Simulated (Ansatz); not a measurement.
# WC: the cost of one run

Program: Ansatz 0.2.0. Level of theory: DFT PBEsol, scalar-relativistic, plane waves, PAW. These are calculated values, not measurements.

### 1 The starting structure

It takes space group P-6m2 (No. 187, hexagonal). Conventional cell: a = 2.901 Å, b = 2.901 Å, c = 2.829 Å, α = 90.00°, β = 90.00°, γ = 120.00°. W (site symmetry -6m2) has 6 C at 2.19 Å in its first shell of neighbours. C (site symmetry -6m2) is surrounded by 6 W at 2.19 Å.

Coordinates:

```cif
data_structure
_symmetry_space_group_name_H-M 'P 1'
_symmetry_Int_Tables_number 1
_cell_length_a 2.9005
_cell_length_b 2.9005
_cell_length_c 2.8290
_cell_angle_alpha 90.000
_cell_angle_beta 90.000
_cell_angle_gamma 120.000
_cell_volume 20.61
loop_
_atom_site_label
_atom_site_type_symbol
_atom_site_fract_x
_atom_site_fract_y
_atom_site_fract_z
_atom_site_occupancy
W1 W 0.00000 0.00000 0.00000 1
C1 C 0.66667 0.33333 0.50000 1
```

The cell is taken as given, not relaxed at this level.

### 2 The reference cell

Reference values: F = -10503.7313 eV; pressure -0.74 GPa; largest force 0.000 eV/Å; gap on the mesh none (metal). It was computed beforehand with the settings of the runs below.

### 3 Setting up an axial (c/a) deformation path

At fixed volume and fractional coordinates, lengths along (0.000, 0.000, 1.000) are scaled against those across it; ρ is that ratio over its starting value.

### 4 Point ρ = 0.850

File input.yaml:

```yaml
crystal:
  lattice:
    - [3.0619642063, 0.0, 0.0]
    - [-1.5309821031, 2.6517387881, 0.0]
    - [0.0, 0.0, 2.5385101132]
  atoms:
    - { symbol: W, position: [0.0, 0.0, 0.0] }
    - { symbol: C, position: [0.6666666667, 0.3333333333, 0.5] }
basis:
  ecutwfc: 420
kpoints:
  mp_grid: { grid: [24, 24, 18] }
hamiltonian:
  xc: pbesol
scf:
  occupations: { method: gaussian, width: 0.15 }
output:
  forces: true
  stress: true
  eigenvalues: true
```

Run with:

```console
$ ansatz run input.yaml --threads 1 --pin off --max-ram 2560MiB --backend cpu --events-out ev --progress --plain --runs-dir out
```

What time and memory should one allow on 1 thread of Intel Xeon 6975P-C (Granite Rapids), shared host?

About 7.1 s, with a peak of 0.54 GiB.
